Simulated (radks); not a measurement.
**Ionisation of Sc¹⁸⁺: one atom, several choices of relativity**

An exercise on one series of results from a longer session: the logs are not shown, and one member is left open.

Method: Kohn-Sham, LDA (Slater exchange, Perdew-Wang correlation), spin-unpolarised, spherical densities. Code: radks (a radial shooting solver on a logarithmic mesh, Libxc functionals) version 1.

2 further runs of the same task are left out: 2 set aside as unsound or not needed.

**Starting point**

| Item | Value |
| --- | --- |
| element | scandium (Z = 21) |
| charge | +18 |
| electrons | 3 |
| configuration | [He] 2s1 |
| ion | Sc¹⁹⁺, [He] |
| choices | non-relativistic; scalar-relativistic; Dirac, 2j+1 shares; scalar-relativistic, finite nucleus; Dirac, 2j+1 shares, finite nucleus; Dirac, c × 0.75; Dirac, c × 2; Dirac, c × 10 |

Outer shells as boxes (Hund's rule):

Sc¹⁸⁺
```
[He] core
2s [↑ ]
```

Sc¹⁹⁺
```
1s [↑↓]
```

Set-up of the first run:

The run's settings:

```text
Z 21
configuration [He] 2s1 2p0 3s0
relativity non-relativistic
functional lda,pw
spin unpolarised
nucleus point
```

Among the steps run: non-relativistic: Sc¹⁸⁺.

One of the session's tables, all rows but one given; the rest of the session is left out.

It belongs to the step «non-relativistic: Sc¹⁸⁺». From the orbitals of this run (lengths in bohr):

```
level     <r>  outermost maximum (interpolated)  90 % within  nodes
   1s       ?                                 ?            ?      ?
   2s  0.3044                             0.263        0.464      1
   2p  0.2595                             0.207        0.416      0
   3s  0.6993                             0.673         1.01      2
```

Q: Estimate the row for 1s from the others.

**Answer.** <r>: 0.07309; outermost maximum (interpolated): 0.0483; 90 % within: 0.130; nodes: 0. In the column «<r>» it is the lowest.

Caveats from the session: Spin polarisation and multiplet splitting of open shells are left out at every level.
